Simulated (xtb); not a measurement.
# CH5ClFGeN (SMILES [CH3][Ge]([NH2])([F])[Cl]): GFN1-xTB

We compute an optimisation with harmonic vibrations of CH5ClFGeN. 

Program for the calculation: xtb 6.7.1.

18 further runs of the same task are left out: 18 set aside as unsound or not needed.

## Step 1: The system as given

The species is CH5ClFGeN (10 atoms), meant as a singlet with charge 0. SMILES: `[CH3][Ge]([NH2])([F])[Cl]`. The shape is that of a PBE0-D4/def2-TZVP optimisation. This is one conformer, not always the lowest. The run starts from this shape.

Bond lengths: C1–Ge2 1.923 Å, Ge2–N3 1.811 Å, Ge2–F4 1.731 Å, Ge2–Cl5 2.159 Å, C1–H6 1.090 Å, C1–H7 1.090 Å, C1–H8 1.089 Å, N3–H9 1.011 Å, N3–H10 1.011 Å. Some angles: C1–Ge2–N3 114.6°, C1–Ge2–F4 110.4°, C1–Ge2–Cl5 109.6°, N3–Ge2–F4 103.9°, N3–Ge2–Cl5 113.6°, F4–Ge2–Cl5 104.0°, Ge2–C1–H6 109.9°, Ge2–C1–H7 109.2°, Ge2–C1–H8 109.3°, Ge2–N3–H9 113.7°.

## Step 2: An optimisation with harmonic vibrations at GFN1-xTB

detailed.inp reads:

```
$chrg 0
$spin 0
$end
```

mol.xyz reads:

```xyz
10

C     -1.45130    -0.45440    -0.00850
Ge     0.29270     0.24460    -0.41650
N      1.58440    -0.21510     0.76630
F      0.86130    -0.39140    -1.92260
Cl     0.15730     2.37060    -0.76530
H     -1.80740    -0.03630     0.93360
H     -1.39300    -1.53980     0.07340
H     -2.14380    -0.18010    -0.80340
H      2.52110    -0.00570     0.44750
H      1.46200     0.15630     1.69840
```

Started as:

```
xtb mol.xyz --gfn 1 -I detailed.inp --ohess vtight > out.txt 2> xtb.err
```

What values should one expect? Wanted: total energy at the end; dipole moment; HOMO energy; LUMO energy; HOMO–LUMO gap; dispersion energy; lowest harmonic wavenumber; highest harmonic wavenumber; zero-point energy.

Computed results:

Level: GFN1-xTB.

| quantity | value |
| --- | --- |
| total energy at the end | -19.15909 Eh |
| dipole moment | 2.88 D |
| HOMO energy | -11.51 eV |
| LUMO energy | -5.28 eV |
| HOMO–LUMO gap | 6.23 eV |
| dispersion energy | -8.98 kJ/mol |
| lowest harmonic wavenumber | 62 cm⁻¹ |
| highest harmonic wavenumber | 3510 cm⁻¹ |
| zero-point energy | 166.1 kJ/mol |

**Reading.** At the final geometry: Bond lengths: C1–Ge2 1.935 Å, Ge2–N3 1.827 Å, Ge2–F4 1.756 Å, Ge2–Cl5 2.121 Å, C1–H6 1.090 Å, C1–H7 1.089 Å, C1–H8 1.090 Å, N3–H9 1.009 Å, N3–H10 1.009 Å. Some angles: C1–Ge2–N3 116.4°, C1–Ge2–F4 106.4°, C1–Ge2–Cl5 113.3°, N3–Ge2–F4 108.1°, N3–Ge2–Cl5 108.3°, F4–Ge2–Cl5 103.6°, Ge2–C1–H6 110.8°, Ge2–C1–H7 111.3°, Ge2–C1–H8 110.6°, Ge2–N3–H9 111.1°. All 24 modes are real, so the shape is a minimum at this level.
